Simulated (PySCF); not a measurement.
# I³⁸⁺, I³⁹⁺, I⁴⁰⁺: ionisation energies in even-tempered 18s12p4d4f

Wanted: the ionisation energy of iodine, up a ladder of methods.

Method: unrestricted determinants in a Gaussian basis, no spin-orbit coupling in the energies. Code: PySCF 2.14.0.

**1. Starting point**

| Quantity | Value |
| --- | --- |
| Element | iodine (Z = 53) |
| Basis | an uncontracted even-tempered set (18 s from 6.9 bohr⁻², ratio 2.5; 12 p from 9 bohr⁻², ratio 2.5; 4 d from 37 bohr⁻², ratio 2.7; 4 f from 55 bohr⁻², ratio 2.7) |
| Hamiltonian | the spin-free X2C one-electron Hamiltonian (Gaussian nucleus) |
| State 1 | I³⁸⁺: [Ne] 3s2 3p3, high-spin 4S determinant |
| State 2 | I³⁹⁺: [Ne] 3s2 3p2, high-spin 3P determinant |
| State 3 | I⁴⁰⁺: [Ne] 3s2 3p1, 2P determinant |
| Needed too, but not shown | I⁴¹⁺ [Ne] 3s2 (1S) |
| Methods | UHF, LDA, PBE, PBE0, r2SCAN, r2SCANh, B97-3, MP2 |
| Core shells frozen in the correlated runs | outer shells: 1s2 (for I³⁸⁺) |

Outer shells as boxes (Hund's rule):

I38+ [Ne] 3s2 3p3
```
[Ne] core
3s [↑↓]
3p [↑ ][↑ ][↑ ]
```

I39+ [Ne] 3s2 3p2
```
[Ne] core
3s [↑↓]
3p [↑ ][↑ ][  ]
```

I40+ [Ne] 3s2 3p1
```
[Ne] core
3s [↑↓]
3p [↑ ][  ][  ]
```

One driver process ran all states and methods and kept the integrals in memory. Each run is shown as a PySCF script that sums up its settings (the driver passes frozen orbitals as a list and adds second-order terms of double hybrids); the logs are those of the runs themselves. The driver starts from symmetry-adapted Hartree-Fock orbitals, holds the occupation by maximum overlap and uses a logarithmic radial grid for functionals, so a plain start would take other cycles.

The integrals over 102 functions and the set-up took 0.22 s of CPU time.

**2. I³⁸⁺: the ladder of methods**

#### UHF

Input file input.py:

```python
from pyscf import gto, scf, dft, mp, cc
mol = gto.M(atom="I 0 0 0", charge=38, spin=3, symmetry="D2h",
            basis=gto.etbs([(0, 18, 6.9, 2.5), (1, 12, 9, 2.5), (2, 4, 37, 2.7), (3, 4, 55, 2.7)]),
            nucmod="G")
mf = scf.UHF(mol).sfx2c1e()
mf.irrep_nelec = {'Ag': (3, 3), 'B1u': (2, 1), 'B2u': (2, 1), 'B3u': (2, 1)}
mf.kernel()
```

The log of the run:

```text
damping factor = 0
level_shift factor = 0
DIIS = <class 'pyscf.scf.diis.CDIIS'>
diis_start_cycle = 1
diis_space = 10
diis_damp = 0
SCF conv_tol = 1e-09
SCF conv_tol_grad = None
number electrons alpha = 9  beta = 6
cycle= 1 E= -5883.01168724143  delta_E= 1.82e-12  |g|= 6.26e-07  |ddm|= 1.18e-06
converged SCF energy = -5883.01168724143  <S^2> = 3.7500606  2S+1 = 4.0000303
```

CPU time 3 s on a shared host, the integrals not counted.

Orbital energies by shell (radii are means over both spins):

```csv
shell,electrons,mean orbital energy (eV),spread (eV),rms radius (bohr)
1s α,1,-35603.9,0,0.0311
1s β,1,-35589.2,0,0.0311
2s α,1,-7412.8,0,0.125
2s β,1,-7403.3,0,0.125
2p α,3,-6891.2,0,0.111
2p β,3,-6873.3,0,0.111
3s α,1,-2891.6,0,0.302
3s β,1,-2834.8,0,0.302
3p α,3,-2715.7,0,0.295
```

⟨S²⟩ = 3.750, ⟨L²⟩ = 0.00.

Spin-orbit constants on these orbitals (cm⁻¹; bare nucleus, screened nucleus, mean field): 3p 397800, 382800, 377200.

Spin-orbit coupling is strong in this species (close to jj coupling), so the high-spin LS determinant is a model state, not a physical level.

#### LDA

input.py, as changed from the run before:

```diff
@@ -4,3 +4,3 @@
             nucmod="G")
-mf = scf.UHF(mol).sfx2c1e()
+mf = dft.UKS(mol, xc="LDA,VWN").sfx2c1e()
 mf.irrep_nelec = {'Ag': (3, 3), 'B1u': (2, 1), 'B2u': (2, 1), 'B3u': (2, 1)}
```

The log of the run:

```text
damping factor = 0
level_shift factor = 0
DIIS = <class 'pyscf.scf.diis.CDIIS'>
diis_start_cycle = 1
diis_space = 10
diis_damp = 0
SCF conv_tol = 1e-09
SCF conv_tol_grad = None
number electrons alpha = 9  beta = 6
XC functionals = LDA,VWN
    P. A. M. Dirac.,  Math. Proc. Cambridge Philos. Soc. 26, 376 (1930)
    F. Bloch.,  Z. Phys. 57, 545 (1929)
    S. H. Vosko, L. Wilk, and M. Nusair.,  Can. J. Phys. 58, 1200 (1980)
cycle= 1 E= -5877.27651073382  delta_E= -0.0173  |g|= 0.06  |ddm|= 0.0392
cycle= 2 E= -5877.27651857429  delta_E= -7.84e-06  |g|= 0.00438  |ddm|= 0.000829
cycle= 3 E= -5877.27651864026  delta_E= -6.6e-08  |g|= 9.58e-05  |ddm|= 8.46e-05
cycle= 4 E= -5877.2765186403  delta_E= -4.46e-11  |g|= 8.17e-07  |ddm|= 2.98e-06
converged SCF energy = -5877.2765186403  <S^2> = 3.7500095  2S+1 = 4.0000048
```

CPU time 0.44 s on a shared host, the integrals not counted.

#### PBE

input.py, as changed from the run before:

```diff
@@ -4,3 +4,3 @@
             nucmod="G")
-mf = dft.UKS(mol, xc="LDA,VWN").sfx2c1e()
+mf = dft.UKS(mol, xc="PBE").sfx2c1e()
 mf.irrep_nelec = {'Ag': (3, 3), 'B1u': (2, 1), 'B2u': (2, 1), 'B3u': (2, 1)}
```

The log of the run:

```text
damping factor = 0
level_shift factor = 0
DIIS = <class 'pyscf.scf.diis.CDIIS'>
diis_start_cycle = 1
diis_space = 10
diis_damp = 0
SCF conv_tol = 1e-09
SCF conv_tol_grad = None
number electrons alpha = 9  beta = 6
XC functionals = PBE
    J. P. Perdew, K. Burke, and M. Ernzerhof.,  Phys. Rev. Lett. 77, 3865 (1996)
    J. P. Perdew, K. Burke, and M. Ernzerhof.,  Phys. Rev. Lett. 78, 1396 (1997)
    J. P. Perdew, K. Burke, and M. Ernzerhof.,  Phys. Rev. Lett. 77, 3865 (1996)
    J. P. Perdew, K. Burke, and M. Ernzerhof.,  Phys. Rev. Lett. 78, 1396 (1997)
cycle= 1 E= -5883.62383202739  delta_E= -0.0105  |g|= 0.0129  |ddm|= 0.0262
cycle= 2 E= -5883.62383245473  delta_E= -4.27e-07  |g|= 0.000512  |ddm|= 0.000603
cycle= 3 E= -5883.62383245544  delta_E= -7.18e-10  |g|= 2.71e-05  |ddm|= 8.14e-06
converged SCF energy = -5883.62383245544  <S^2> = 3.7500162  2S+1 = 4.0000081
```

CPU time 0.51 s on a shared host, the integrals not counted.

#### PBE0

input.py, as changed from the run before:

```diff
@@ -4,3 +4,3 @@
             nucmod="G")
-mf = dft.UKS(mol, xc="PBE").sfx2c1e()
+mf = dft.UKS(mol, xc="PBE0").sfx2c1e()
 mf.irrep_nelec = {'Ag': (3, 3), 'B1u': (2, 1), 'B2u': (2, 1), 'B3u': (2, 1)}
```

The log of the run:

```text
damping factor = 0
level_shift factor = 0
DIIS = <class 'pyscf.scf.diis.CDIIS'>
diis_start_cycle = 1
diis_space = 10
diis_damp = 0
SCF conv_tol = 1e-09
SCF conv_tol_grad = None
number electrons alpha = 9  beta = 6
XC functionals = PBE0
    C. Adamo and V. Barone.,  J. Chem. Phys. 110, 6158 (1999)
    M. Ernzerhof and G. E. Scuseria.,  J. Chem. Phys. 110, 5029 (1999)
cycle= 1 E= -5883.629593519  delta_E= -0.00586  |g|= 0.0117  |ddm|= 0.0195
cycle= 2 E= -5883.62959380455  delta_E= -2.86e-07  |g|= 0.000302  |ddm|= 0.000443
cycle= 3 E= -5883.62959380483  delta_E= -2.81e-10  |g|= 2.05e-05  |ddm|= 7.25e-06
converged SCF energy = -5883.62959380483  <S^2> = 3.7500232  2S+1 = 4.0000116
```

CPU time 1 s on a shared host, the integrals not counted.

#### r2SCAN

input.py, as changed from the run before:

```diff
@@ -4,3 +4,3 @@
             nucmod="G")
-mf = dft.UKS(mol, xc="PBE0").sfx2c1e()
+mf = dft.UKS(mol, xc="R2SCAN").sfx2c1e()
 mf.irrep_nelec = {'Ag': (3, 3), 'B1u': (2, 1), 'B2u': (2, 1), 'B3u': (2, 1)}
```

The log of the run:

```text
damping factor = 0
level_shift factor = 0
DIIS = <class 'pyscf.scf.diis.CDIIS'>
diis_start_cycle = 1
diis_space = 10
diis_damp = 0
SCF conv_tol = 1e-09
SCF conv_tol_grad = None
number electrons alpha = 9  beta = 6
XC functionals = R2SCAN
    J. W. Furness, A. D. Kaplan, J. Ning, J. P. Perdew, and J. Sun.,  J. Phys. Chem. Lett. 11, 8208-8215 (2020)
    J. W. Furness, A. D. Kaplan, J. Ning, J. P. Perdew, and J. Sun.,  J. Phys. Chem. Lett. 11, 9248-9248 (2020)
    J. W. Furness, A. D. Kaplan, J. Ning, J. P. Perdew, and J. Sun.,  J. Phys. Chem. Lett. 11, 8208-8215 (2020)
    J. W. Furness, A. D. Kaplan, J. Ning, J. P. Perdew, and J. Sun.,  J. Phys. Chem. Lett. 11, 9248-9248 (2020)
cycle= 1 E= -5883.87728842807  delta_E= -0.00552  |g|= 0.0112  |ddm|= 0.0278
cycle= 2 E= -5883.87728851933  delta_E= -9.13e-08  |g|= 0.000163  |ddm|= 0.000214
cycle= 3 E= -5883.87728851945  delta_E= -1.17e-10  |g|= 1.4e-05  |ddm|= 4.7e-06
converged SCF energy = -5883.87728851945  <S^2> = 3.7500363  2S+1 = 4.0000181
```

CPU time 1.2 s on a shared host, the integrals not counted.

#### r2SCANh

input.py, as changed from the run before:

```diff
@@ -4,3 +4,3 @@
             nucmod="G")
-mf = dft.UKS(mol, xc="R2SCAN").sfx2c1e()
+mf = dft.UKS(mol, xc="HYB_MGGA_XC_R2SCANH").sfx2c1e()
 mf.irrep_nelec = {'Ag': (3, 3), 'B1u': (2, 1), 'B2u': (2, 1), 'B3u': (2, 1)}
```

The log of the run:

```text
damping factor = 0
level_shift factor = 0
DIIS = <class 'pyscf.scf.diis.CDIIS'>
diis_start_cycle = 1
diis_space = 10
diis_damp = 0
SCF conv_tol = 1e-09
SCF conv_tol_grad = None
number electrons alpha = 9  beta = 6
XC functionals = HYB_MGGA_XC_R2SCANH
    M. Bursch, H. Neugebauer, S. Ehlert, and S. Grimme.,  J. Chem. Phys. 156, 134105 (2022)
cycle= 1 E= -5883.85808860773  delta_E= -0.00448  |g|= 0.0103  |ddm|= 0.0253
cycle= 2 E= -5883.85808870335  delta_E= -9.56e-08  |g|= 0.000133  |ddm|= 0.000174
cycle= 3 E= -5883.85808870342  delta_E= -6.37e-11  |g|= 1.02e-05  |ddm|= 3.78e-06
converged SCF energy = -5883.85808870342  <S^2> = 3.750038  2S+1 = 4.000019
```

CPU time 1.7 s on a shared host, the integrals not counted.

#### B97-3

input.py, as changed from the run before:

```diff
@@ -4,3 +4,3 @@
             nucmod="G")
-mf = dft.UKS(mol, xc="HYB_MGGA_XC_R2SCANH").sfx2c1e()
+mf = dft.UKS(mol, xc="HYB_GGA_XC_B97_3").sfx2c1e()
 mf.irrep_nelec = {'Ag': (3, 3), 'B1u': (2, 1), 'B2u': (2, 1), 'B3u': (2, 1)}
```

The log of the run:

```text
damping factor = 0
level_shift factor = 0
DIIS = <class 'pyscf.scf.diis.CDIIS'>
diis_start_cycle = 1
diis_space = 10
diis_damp = 0
SCF conv_tol = 1e-09
SCF conv_tol_grad = None
number electrons alpha = 9  beta = 6
XC functionals = HYB_GGA_XC_B97_3
    T. W. Keal and D. J. Tozer.,  J. Chem. Phys. 123, 121103 (2005)
cycle= 1 E= -5883.56342593543  delta_E= -0.00512  |g|= 0.0337  |ddm|= 0.0173
cycle= 2 E= -5883.56342630886  delta_E= -3.73e-07  |g|= 0.000646  |ddm|= 0.000296
cycle= 3 E= -5883.56342631005  delta_E= -1.19e-09  |g|= 4.71e-05  |ddm|= 1.3e-05
cycle= 4 E= -5883.56342631006  delta_E= -1.27e-11  |g|= 2.68e-07  |ddm|= 8.85e-07
converged SCF energy = -5883.56342631006  <S^2> = 3.7500285  2S+1 = 4.0000143
```

CPU time 1.2 s on a shared host, the integrals not counted.

#### MP2 (outer shells)

input.py, as changed from the run before:

```diff
@@ -4,4 +4,5 @@
             nucmod="G")
-mf = dft.UKS(mol, xc="HYB_GGA_XC_B97_3").sfx2c1e()
+mf = scf.UHF(mol).sfx2c1e()
 mf.irrep_nelec = {'Ag': (3, 3), 'B1u': (2, 1), 'B2u': (2, 1), 'B3u': (2, 1)}
 mf.kernel()
+mp.UMP2(mf, frozen=1).kernel()
```

This step left no log, only its results.

It used 0.94 s of CPU time after the integrals (shared host).

With 13 electrons correlated, the MP2 correlation energy is -0.51544 hartree (-0.14218 same spin, -0.37326 opposite spin); the SCS form gives -0.49531. Largest pairs of shells: 2p-2p -0.1986, 3s-3p -0.0895, 2p-3p -0.0663, 2s-2p -0.0582, 2p-3s -0.0384.

Radial density 4πr²ρ of I³⁸⁺ at UHF, without picture-change correction:

```csv
r (bohr),density,spin density
0.000572,1.19,0.000
0.000962,2.71,0.000
0.00162,6.06,0.001
0.00272,13.0,0.002
0.00458,25.8,0.009
0.00770,45.4,0.047
0.0130,64.9,0.235
0.0218,67.7,1.022
0.0367,57.4,3.202
0.0617,73.6,5.090
0.104,70.8,0.885
0.174,26.2,5.518
0.293,22.0,12.496
0.493,2.20,1.293
0.830,0.00547,0.002
```

**3. I³⁹⁺, method by method**

#### UHF

Input file input.py:

```python
from pyscf import gto, scf, dft, mp, cc
mol = gto.M(atom="I 0 0 0", charge=39, spin=2, symmetry="D2h",
            basis=gto.etbs([(0, 18, 6.9, 2.5), (1, 12, 9, 2.5), (2, 4, 37, 2.7), (3, 4, 55, 2.7)]),
            nucmod="G")
mf = scf.UHF(mol).sfx2c1e()
mf.irrep_nelec = {'Ag': (3, 3), 'B1u': (2, 1), 'B2u': (2, 1), 'B3u': (1, 1)}
mf.kernel()
```

The log of the run:

```text
damping factor = 0
level_shift factor = 0
DIIS = <class 'pyscf.scf.diis.CDIIS'>
diis_start_cycle = 1
diis_space = 10
diis_damp = 0
SCF conv_tol = 1e-09
SCF conv_tol_grad = None
number electrons alpha = 8  beta = 6
cycle= 1 E= -5783.24068467935  delta_E= -0.00708  |g|= 0.0615  |ddm|= 0.0334
cycle= 2 E= -5783.2408659754  delta_E= -0.000181  |g|= 0.0108  |ddm|= 0.00531
cycle= 3 E= -5783.24087166506  delta_E= -5.69e-06  |g|= 0.000115  |ddm|= 0.00111
cycle= 4 E= -5783.24087166538  delta_E= -3.25e-10  |g|= 7.85e-06  |ddm|= 7.26e-06
converged SCF energy = -5783.24087166538  <S^2> = 2.0007025  2S+1 = 3.0004683
```

CPU time 3.1 s on a shared host, the integrals not counted.

Orbital energies by shell (radii are means over both spins):

```
shell  electrons  mean orbital energy (eV)  spread (eV)  rms radius (bohr)
 1s α          1                  -35729.9            0             0.0311
 1s β          1                  -35720.0            0             0.0311
 2s α          1                   -7521.4            0              0.125
 2s β          1                   -7515.0            0              0.125
 2p α          3                   -7000.1        5.727              0.111
 2p β          3                   -6988.1        7.248              0.111
 3s α          1                   -2959.8            0              0.300
 3s β          1                   -2921.7            0              0.300
 3p α          2                   -2795.4            0              0.293
```

⟨S²⟩ = 2.001, ⟨L²⟩ = 2.00.

Spin-orbit constants on these orbitals (cm⁻¹; bare nucleus, screened nucleus, mean field): 3p 404100, 388900, 383200. To first order in LS coupling the lowest level has J = 0 and lies 47.5 eV below the centre of the term.

Spin-orbit coupling is strong in this species (close to jj coupling), so the high-spin LS determinant is a model state, not a physical level.

#### LDA

input.py, as changed from the run before:

```diff
@@ -4,3 +4,3 @@
             nucmod="G")
-mf = scf.UHF(mol).sfx2c1e()
+mf = dft.UKS(mol, xc="LDA,VWN").sfx2c1e()
 mf.irrep_nelec = {'Ag': (3, 3), 'B1u': (2, 1), 'B2u': (2, 1), 'B3u': (1, 1)}
```

The log of the run:

```text
damping factor = 0
level_shift factor = 0
DIIS = <class 'pyscf.scf.diis.CDIIS'>
diis_start_cycle = 1
diis_space = 10
diis_damp = 0
SCF conv_tol = 1e-09
SCF conv_tol_grad = None
number electrons alpha = 8  beta = 6
XC functionals = LDA,VWN
    P. A. M. Dirac.,  Math. Proc. Cambridge Philos. Soc. 26, 376 (1930)
    F. Bloch.,  Z. Phys. 57, 545 (1929)
    S. H. Vosko, L. Wilk, and M. Nusair.,  Can. J. Phys. 58, 1200 (1980)
cycle= 1 E= -5777.49342305578  delta_E= -0.019  |g|= 0.0611  |ddm|= 0.0368
cycle= 2 E= -5777.49343347809  delta_E= -1.04e-05  |g|= 0.00442  |ddm|= 0.00104
cycle= 3 E= -5777.49343354609  delta_E= -6.8e-08  |g|= 9.89e-05  |ddm|= 8.57e-05
cycle= 4 E= -5777.49343354614  delta_E= -4.91e-11  |g|= 1.58e-06  |ddm|= 2.78e-06
converged SCF energy = -5777.49343354614  <S^2> = 2.0000973  2S+1 = 3.0000649
```

CPU time 0.44 s on a shared host, the integrals not counted.

#### PBE

input.py, as changed from the run before:

```diff
@@ -4,3 +4,3 @@
             nucmod="G")
-mf = dft.UKS(mol, xc="LDA,VWN").sfx2c1e()
+mf = dft.UKS(mol, xc="PBE").sfx2c1e()
 mf.irrep_nelec = {'Ag': (3, 3), 'B1u': (2, 1), 'B2u': (2, 1), 'B3u': (1, 1)}
```

The log of the run:

```text
damping factor = 0
level_shift factor = 0
DIIS = <class 'pyscf.scf.diis.CDIIS'>
diis_start_cycle = 1
diis_space = 10
diis_damp = 0
SCF conv_tol = 1e-09
SCF conv_tol_grad = None
number electrons alpha = 8  beta = 6
XC functionals = PBE
    J. P. Perdew, K. Burke, and M. Ernzerhof.,  Phys. Rev. Lett. 77, 3865 (1996)
    J. P. Perdew, K. Burke, and M. Ernzerhof.,  Phys. Rev. Lett. 78, 1396 (1997)
    J. P. Perdew, K. Burke, and M. Ernzerhof.,  Phys. Rev. Lett. 77, 3865 (1996)
    J. P. Perdew, K. Burke, and M. Ernzerhof.,  Phys. Rev. Lett. 78, 1396 (1997)
cycle= 1 E= -5783.82212397706  delta_E= -0.013  |g|= 0.0206  |ddm|= 0.0312
cycle= 2 E= -5783.82212835365  delta_E= -4.38e-06  |g|= 0.000899  |ddm|= 0.000973
cycle= 3 E= -5783.82212836262  delta_E= -8.97e-09  |g|= 6.24e-05  |ddm|= 4.12e-05
cycle= 4 E= -5783.82212836264  delta_E= -2.09e-11  |g|= 2.24e-06  |ddm|= 2.02e-06
converged SCF energy = -5783.82212836264  <S^2> = 2.0001803  2S+1 = 3.0001202
```

It used 0.58 s of CPU time after the integrals (shared host).

#### PBE0

input.py, as changed from the run before:

```diff
@@ -4,3 +4,3 @@
             nucmod="G")
-mf = dft.UKS(mol, xc="PBE").sfx2c1e()
+mf = dft.UKS(mol, xc="PBE0").sfx2c1e()
 mf.irrep_nelec = {'Ag': (3, 3), 'B1u': (2, 1), 'B2u': (2, 1), 'B3u': (1, 1)}
```

The log of the run:

```text
damping factor = 0
level_shift factor = 0
DIIS = <class 'pyscf.scf.diis.CDIIS'>
diis_start_cycle = 1
diis_space = 10
diis_damp = 0
SCF conv_tol = 1e-09
SCF conv_tol_grad = None
number electrons alpha = 8  beta = 6
XC functionals = PBE0
    C. Adamo and V. Barone.,  J. Chem. Phys. 110, 6158 (1999)
    M. Ernzerhof and G. E. Scuseria.,  J. Chem. Phys. 110, 5029 (1999)
cycle= 1 E= -5783.82205918355  delta_E= -0.009  |g|= 0.0244  |ddm|= 0.0291
cycle= 2 E= -5783.82207596305  delta_E= -1.68e-05  |g|= 0.00172  |ddm|= 0.00181
cycle= 3 E= -5783.82207606891  delta_E= -1.06e-07  |g|= 7.34e-05  |ddm|= 0.000151
cycle= 4 E= -5783.82207606901  delta_E= -9.46e-11  |g|= 3.15e-06  |ddm|= 4.45e-06
converged SCF energy = -5783.82207606901  <S^2> = 2.000278  2S+1 = 3.0001853
```

CPU time 1.2 s on a shared host, the integrals not counted.

#### r2SCAN

input.py, as changed from the run before:

```diff
@@ -4,3 +4,3 @@
             nucmod="G")
-mf = dft.UKS(mol, xc="PBE0").sfx2c1e()
+mf = dft.UKS(mol, xc="R2SCAN").sfx2c1e()
 mf.irrep_nelec = {'Ag': (3, 3), 'B1u': (2, 1), 'B2u': (2, 1), 'B3u': (1, 1)}
```

The log of the run:

```text
damping factor = 0
level_shift factor = 0
DIIS = <class 'pyscf.scf.diis.CDIIS'>
diis_start_cycle = 1
diis_space = 10
diis_damp = 0
SCF conv_tol = 1e-09
SCF conv_tol_grad = None
number electrons alpha = 8  beta = 6
XC functionals = R2SCAN
    J. W. Furness, A. D. Kaplan, J. Ning, J. P. Perdew, and J. Sun.,  J. Phys. Chem. Lett. 11, 8208-8215 (2020)
    J. W. Furness, A. D. Kaplan, J. Ning, J. P. Perdew, and J. Sun.,  J. Phys. Chem. Lett. 11, 9248-9248 (2020)
    J. W. Furness, A. D. Kaplan, J. Ning, J. P. Perdew, and J. Sun.,  J. Phys. Chem. Lett. 11, 8208-8215 (2020)
    J. W. Furness, A. D. Kaplan, J. Ning, J. P. Perdew, and J. Sun.,  J. Phys. Chem. Lett. 11, 9248-9248 (2020)
cycle= 1 E= -5784.03911464326  delta_E= -0.00987  |g|= 0.0328  |ddm|= 0.0385
cycle= 2 E= -5784.03913909259  delta_E= -2.44e-05  |g|= 0.00241  |ddm|= 0.00218
cycle= 3 E= -5784.03913924265  delta_E= -1.5e-07  |g|= 4.78e-05  |ddm|= 0.000183
cycle= 4 E= -5784.03913924269  delta_E= -3.27e-11  |g|= 2.92e-06  |ddm|= 2.48e-06
converged SCF energy = -5784.03913924269  <S^2> = 2.0004271  2S+1 = 3.0002847
```

It used 1.5 s of CPU time after the integrals (shared host).

#### r2SCANh

input.py, as changed from the run before:

```diff
@@ -4,3 +4,3 @@
             nucmod="G")
-mf = dft.UKS(mol, xc="R2SCAN").sfx2c1e()
+mf = dft.UKS(mol, xc="HYB_MGGA_XC_R2SCANH").sfx2c1e()
 mf.irrep_nelec = {'Ag': (3, 3), 'B1u': (2, 1), 'B2u': (2, 1), 'B3u': (1, 1)}
```

The log of the run:

```text
damping factor = 0
level_shift factor = 0
DIIS = <class 'pyscf.scf.diis.CDIIS'>
diis_start_cycle = 1
diis_space = 10
diis_damp = 0
SCF conv_tol = 1e-09
SCF conv_tol_grad = None
number electrons alpha = 8  beta = 6
XC functionals = HYB_MGGA_XC_R2SCANH
    M. Bursch, H. Neugebauer, S. Ehlert, and S. Grimme.,  J. Chem. Phys. 156, 134105 (2022)
cycle= 1 E= -5784.0215828891  delta_E= -0.00904  |g|= 0.0338  |ddm|= 0.0373
cycle= 2 E= -5784.02161467276  delta_E= -3.18e-05  |g|= 0.00284  |ddm|= 0.00247
cycle= 3 E= -5784.02161491939  delta_E= -2.47e-07  |g|= 4.6e-05  |ddm|= 0.000235
cycle= 4 E= -5784.02161491943  delta_E= -3.82e-11  |g|= 2.53e-06  |ddm|= 2.75e-06
converged SCF energy = -5784.02161491943  <S^2> = 2.00045  2S+1 = 3.0003
```

CPU time 2.1 s on a shared host, the integrals not counted.

#### B97-3

input.py, as changed from the run before:

```diff
@@ -4,3 +4,3 @@
             nucmod="G")
-mf = dft.UKS(mol, xc="HYB_MGGA_XC_R2SCANH").sfx2c1e()
+mf = dft.UKS(mol, xc="HYB_GGA_XC_B97_3").sfx2c1e()
 mf.irrep_nelec = {'Ag': (3, 3), 'B1u': (2, 1), 'B2u': (2, 1), 'B3u': (1, 1)}
```

The log of the run:

```text
damping factor = 0
level_shift factor = 0
DIIS = <class 'pyscf.scf.diis.CDIIS'>
diis_start_cycle = 1
diis_space = 10
diis_damp = 0
SCF conv_tol = 1e-09
SCF conv_tol_grad = None
number electrons alpha = 8  beta = 6
XC functionals = HYB_GGA_XC_B97_3
    T. W. Keal and D. J. Tozer.,  J. Chem. Phys. 123, 121103 (2005)
cycle= 1 E= -5783.76587263604  delta_E= -0.00823  |g|= 0.0395  |ddm|= 0.0297
cycle= 2 E= -5783.76588903471  delta_E= -1.64e-05  |g|= 0.00176  |ddm|= 0.00177
cycle= 3 E= -5783.76588913691  delta_E= -1.02e-07  |g|= 0.00012  |ddm|= 0.000143
cycle= 4 E= -5783.76588913731  delta_E= -4.07e-10  |g|= 6.58e-06  |ddm|= 9.11e-06
converged SCF energy = -5783.76588913731  <S^2> = 2.0002789  2S+1 = 3.0001859
```

CPU time 1.2 s on a shared host, the integrals not counted.

#### MP2 (outer shells)

input.py, as changed from the run before:

```diff
@@ -4,4 +4,5 @@
             nucmod="G")
-mf = dft.UKS(mol, xc="HYB_GGA_XC_B97_3").sfx2c1e()
+mf = scf.UHF(mol).sfx2c1e()
 mf.irrep_nelec = {'Ag': (3, 3), 'B1u': (2, 1), 'B2u': (2, 1), 'B3u': (1, 1)}
 mf.kernel()
+mp.UMP2(mf, frozen=1).kernel()
```

This step left no log, only its results.

CPU time 0.89 s on a shared host, the integrals not counted.

With 12 electrons correlated, the MP2 correlation energy is -0.49761 hartree (-0.12635 same spin, -0.37127 opposite spin); the SCS form gives -0.48764. Largest pairs of shells: 2p-2p -0.2046, 3s-3p -0.0683, 2s-2p -0.0595, 2p-3p -0.0462, 2p-3s -0.0451.

Radial density 4πr²ρ of I³⁹⁺ at UHF, without picture-change correction:

| r (bohr) | density | spin density |
| --- | --- | --- |
| 0.000572 | 1.19 | 0.000 |
| 0.000962 | 2.71 | 0.000 |
| 0.00162 | 6.06 | 0.000 |
| 0.00272 | 13.0 | 0.001 |
| 0.00458 | 25.9 | 0.006 |
| 0.00770 | 45.4 | 0.032 |
| 0.0130 | 64.8 | 0.160 |
| 0.0218 | 67.5 | 0.693 |
| 0.0367 | 56.4 | 2.169 |
| 0.0617 | 72.2 | 3.436 |
| 0.104 | 70.5 | 0.582 |
| 0.174 | 24.4 | 3.780 |
| 0.293 | 17.8 | 8.332 |
| 0.493 | 1.69 | 0.820 |
| 0.830 | 0.00432 | 0.001 |

(Part 1 of 2 ends here.)
